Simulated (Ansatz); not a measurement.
Set up this calculation in Ansatz 0.2.0, as the native input.

```
Task                  : relaxation of cell and atoms
Functional            : PBE
Potentials or basis   : Ansatz PAW
Cutoff                : 420 eV (not typed: the program's choice for these potentials)
k mesh                : 4 × 4 × 3
Occupations           : fermi-dirac, width 0.05 eV
Spin                  : collinear spin, ferromagnetic start
Starting moments      : [0.0, 0.0, 0.0, 0.0, 4.0, 4.0, 1.0, 1.0, 0.0, 0.0, 0.0, 0.0, 0.0, 0.0, 0.0, 0.0, 0.0, 0.0, 0.0, 0.0] μB
Target pressure       : 20 GPa
Target pressure (GPa) : 20
```

The system is NaLaMnMoO6.

```
Na La Mn Mo O
1.0
     5.55735    0.00000    0.00000
     0.00000    5.59794    0.00000
    -0.06214    0.00000    8.02462
Na La Mn Mo O
2 2 2 2 12
Direct
  0.75008 0.51572 0.49924
  0.24992 0.01572 0.50076
  0.25715 0.95896 0.99937
  0.74285 0.45896 0.00063
  0.24767 0.48762 0.25607
  0.75233 0.98762 0.74393
  0.75559 0.99666 0.27090
  0.24441 0.49666 0.72910
  0.67335 0.97830 0.49061
  0.03402 0.81017 0.27726
  0.93353 0.28910 0.28026
  0.47817 0.20966 0.19922
  0.54435 0.73563 0.20079
  0.82956 0.01818 0.00392
  0.32665 0.47830 0.50939
  0.96598 0.31017 0.72274
  0.06647 0.78910 0.71974
  0.52183 0.70966 0.80078
  0.45565 0.23563 0.79921
  0.17044 0.51818 0.99608
```

The cell was built by a generator and needn't be a form met in nature.

The input as run:

input.yaml

```yaml
crystal:
  lattice:
    - [5.55735, 0.0, 0.0]
    - [0.0, 5.59794, 0.0]
    - [-0.06214, 0.0, 8.02462]
  atoms:
    - { symbol: Na, position: [0.75008, 0.51572, 0.49924] }
    - { symbol: Na, position: [0.24992, 0.01572, 0.50076] }
    - { symbol: La, position: [0.25715, 0.95896, 0.99937] }
    - { symbol: La, position: [0.74285, 0.45896, 0.00063] }
    - { symbol: Mn, position: [0.24767, 0.48762, 0.25607], spin: 4.0 }
    - { symbol: Mn, position: [0.75233, 0.98762, 0.74393], spin: 4.0 }
    - { symbol: Mo, position: [0.75559, 0.99666, 0.2709], spin: 1.0 }
    - { symbol: Mo, position: [0.24441, 0.49666, 0.7291], spin: 1.0 }
    - { symbol: O, position: [0.67335, 0.9783, 0.49061] }
    - { symbol: O, position: [0.03402, 0.81017, 0.27726] }
    - { symbol: O, position: [0.93353, 0.2891, 0.28026] }
    - { symbol: O, position: [0.47817, 0.20966, 0.19922] }
    - { symbol: O, position: [0.54435, 0.73563, 0.20079] }
    - { symbol: O, position: [0.82956, 0.01818, 0.00392] }
    - { symbol: O, position: [0.32665, 0.4783, 0.50939] }
    - { symbol: O, position: [0.96598, 0.31017, 0.72274] }
    - { symbol: O, position: [0.06647, 0.7891, 0.71974] }
    - { symbol: O, position: [0.52183, 0.70966, 0.80078] }
    - { symbol: O, position: [0.45565, 0.23563, 0.79921] }
    - { symbol: O, position: [0.17044, 0.51818, 0.99608] }
hamiltonian:
  xc: pbe
  pseudopotentials: { kind: paw }
magnetization:
  spin_polarized: true
kpoints:
  mp_grid: { grid: [4, 4, 3] }
scf:
  occupations: { method: fermi_dirac, width: 0.05 }
output:
  forces: true
  stress: true
  eigenvalues: true
relax:
  f_tol: 0.01
  max_steps: 40
  cell: { stress_tol: 0.05, p_target: 20.0 }
```

Potentials or basis: Ansatz PAW.

Launch:

```bash
$ ansatz run input.yaml --threads 8 --pin off --max-ram 20480MiB --backend cpu --events-out ev --progress --plain --runs-dir out
```

Results of the run:

```yaml
Relaxed_volume: 10.54 Å³/atom
Relaxed_cell: a = 5.328 Å, b = 5.291 Å, c = 7.476 Å, α = 90.00°, β = 90.09°, γ = 90.00°
Space_group_after_relaxing_to_0.05_Å: P2_1 (No. 4)
Energy_change_on_relaxing_the_enthalpy_is_what_falls: +83.9 meV/atom
Ionic_steps: 14
Pressure_after_relaxing: 20.0 GPa
Largest_force_after_relaxing: 0.010 eV/Å
Band_gap_on_the_k_mesh: none (metal or under the smearing width)
Net_moment: 2.23 μB per cell
Absolute_moment: 5.68 μB per cell
Site_moments: Na +0.00; La -0.01; Mn +1.53; Mo -0.39; O +0.04, +0.01, +0.00 μB
```

Caveat: the volume moved by over 15 % at a fixed basis, so the end points are rough; the plane-wave basis is chosen anew once the cell has moved, so the energies of steps on either side of that aren't comparable; the pressure holds a Pulay correction of +0.7 GPa for the finite cutoff; semilocal functionals often make such compounds metallic where correlation or magnetic order opens a gap, which also shifts bond lengths; only a ferromagnetic start was run, and an antiferromagnetic order may lie lower in energy; the starting moments weren't kept.

Wall time 9 min on 8 threads of Arm Neoverse V2, on a shared host, peak memory 2.1 GiB.
